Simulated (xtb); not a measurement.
**C5H5F3O2 (trifluoroacetylacetone): GFN2-xTB (GBSA methanol, surface grid vtight)**

We compute a structure relaxation of C5H5F3O2 (trifluoroacetylacetone). 

The results are computed with xtb 6.7.1.

2 further runs of the same task are left out: 2 set aside as unsound or not needed.

### Step 1. Starting point

The species is C5H5F3O2 (15 atoms), meant as a singlet with charge 0. SMILES: `CC(=O)CC(=O)C(F)(F)F`. Geometry: optimised at GFN2-xTB. This is one conformer, not always the lowest. The run starts from this shape.

Bond lengths: C1–C2 1.493 Å, C2–O3 1.194 Å, C2–C4 1.554 Å, C4–C5 1.491 Å, C5–O6 1.199 Å, C5–C7 1.556 Å, C7–F8 1.343 Å, C7–F9 1.329 Å, C7–F10 1.339 Å, C1–H11 1.088 Å, C1–H12 1.087 Å, C1–H13 1.089 Å, C4–H14 1.089 Å, C4–H15 1.090 Å. Some angles: C1–C2–O3 126.0°, C1–C2–C4 113.5°, O3–C2–C4 120.5°, C2–C4–C5 108.1°, C4–C5–O6 126.2°, C4–C5–C7 113.4°, O6–C5–C7 120.4°, C5–C7–F8 110.8°, C5–C7–F9 112.4°, C5–C7–F10 111.1°.

### Step 2. A geometry optimisation at GFN2-xTB (GBSA methanol, surface grid vtight)

File xtb.inp:

```
$gbsa
   gbsagrid=vtight
$end
```

File geom.xyz:

```xyz
15

C     -0.35045    -2.17359     0.31907
C      0.68175    -1.18819    -0.11865
O      1.85650    -1.26814     0.07964
C      0.09420     0.01773    -0.90339
C     -0.59675     0.91148     0.07022
O     -1.62852     0.67934     0.63420
C      0.18570     2.22392     0.36630
F      0.40947     2.91166    -0.76589
F     -0.46887     3.02613     1.19995
F      1.38183     1.95972     0.90604
H     -1.20780    -1.65801     0.74750
H      0.07459    -2.86572     1.04100
H     -0.69668    -2.73571    -0.54714
H      0.90335     0.53309    -1.41949
H     -0.63830    -0.37371    -1.60937
```

On the command line:

```console
$ xtb geom.xyz -o --gbsa methanol --input xtb.inp > geom.out 2> xtb.err
```

**Question.** What will come out? Wanted: total energy at the end; dipole moment; HOMO energy; LUMO energy; HOMO–LUMO gap; dispersion energy; solvent term in the energy; mean polarisability.

Answer, from the run:

At GFN2-xTB (GBSA methanol, surface grid vtight):

```
                      quantity          value
       total energy at the end   -35.56850 Eh
                 dipole moment         5.57 D
                   HOMO energy      -11.75 eV
                   LUMO energy       -8.82 eV
                 HOMO–LUMO gap        2.93 eV
             dispersion energy  -26.43 kJ/mol
    solvent term in the energy   -38.3 kJ/mol
mean polarisability (D4 model)     70.1 bohr³
```

What this shows: At the final geometry: Bond lengths: C1–C2 1.485 Å, C2–O3 1.200 Å, C2–C4 1.559 Å, C4–C5 1.484 Å, C5–O6 1.202 Å, C5–C7 1.559 Å, C7–F8 1.344 Å, C7–F9 1.335 Å, C7–F10 1.342 Å, C1–H11 1.088 Å, C1–H12 1.086 Å, C1–H13 1.089 Å, C4–H14 1.089 Å, C4–H15 1.089 Å. Some angles: C1–C2–O3 126.5°, C1–C2–C4 113.5°, O3–C2–C4 120.1°, C2–C4–C5 106.9°, C4–C5–O6 126.8°, C4–C5–C7 113.7°, O6–C5–C7 119.4°, C5–C7–F8 111.6°, C5–C7–F9 112.2°, C5–C7–F10 111.6°. The optimisation took 10 steps and changed the energy by -0.011 eV.
